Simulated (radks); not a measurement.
**Pd⁺ in [Ar] 3d10 4s1.75 4p6 4d9 5p0.25: an all-electron calculation**

The task here is to estimate one member of a computed series from the others.

The numbers are computed with radks (a radial shooting solver on a logarithmic mesh, Libxc functionals) version 1 (Dirac Kohn-Sham, PBEsol, spin-unpolarised, spherical densities, point nucleus; open shells fill j = l - 1/2 first), except any that are marked as measured or tabulated.

### The atom as given

- element: palladium (Z = 46)
- charge: +1
- electrons: 45
- configuration: [Ar] 3d10 4s1.75 4p6 4d9 5p0.25

Set-up of the first run:

Input:

```text
Z 46
configuration [Ar] 3d10 4s1.75 4p6 4d9 5p0.25 5s0 4f0
relativity Dirac
functional pbe_sol,pbe_sol
spin unpolarised
j_filling energy
nucleus point
c 137.035999084
```

On the command line:

```
python run_ks.py task.json out
```

This one command runs every case of the session in turn.

One table of the session follows, with a row left open; its other results are not shown here.

It belongs to the step «Orbitals and density». Sizes of the orbitals, from the radial functions (bohr):

```
level      <r>  outermost maximum (interpolated)  90 % within  nodes
1s1/2  0.03186                            0.0207       0.0572      0
2s1/2   0.1380                             0.117        0.214      1
2p1/2   0.1172                            0.0905        0.192      0
2p3/2   0.1221                            0.0947        0.199      0
3s1/2   0.3793                             0.342        0.559      2
3p1/2   0.3714                             0.329        0.560      1
3p3/2   0.3822                             0.338        0.576      1
3d3/2        ?                                 ?            ?      ?
3d5/2   0.3592                             0.283        0.569      0
4s1/2   0.9436                             0.850         1.37      3
4p1/2    1.016                             0.891         1.50      2
4p3/2    1.047                             0.916         1.55      2
4d3/2    1.422                              1.08         2.28      1
4d5/2    1.442                              1.09         2.32      1
5s1/2    2.838                              2.40         4.21      4
5p1/2    3.651                              2.99         5.52      3
5p3/2    3.769                              3.10         5.69      3
```

Estimate the missing values for 3d3/2.

**Answer.** <r>: 0.3557; outermost maximum (interpolated): 0.281; 90 % within: 0.564; nodes: 0. In the column «<r>» it lies between 2s1/2 (0.1380) and 3d5/2 (0.3592).
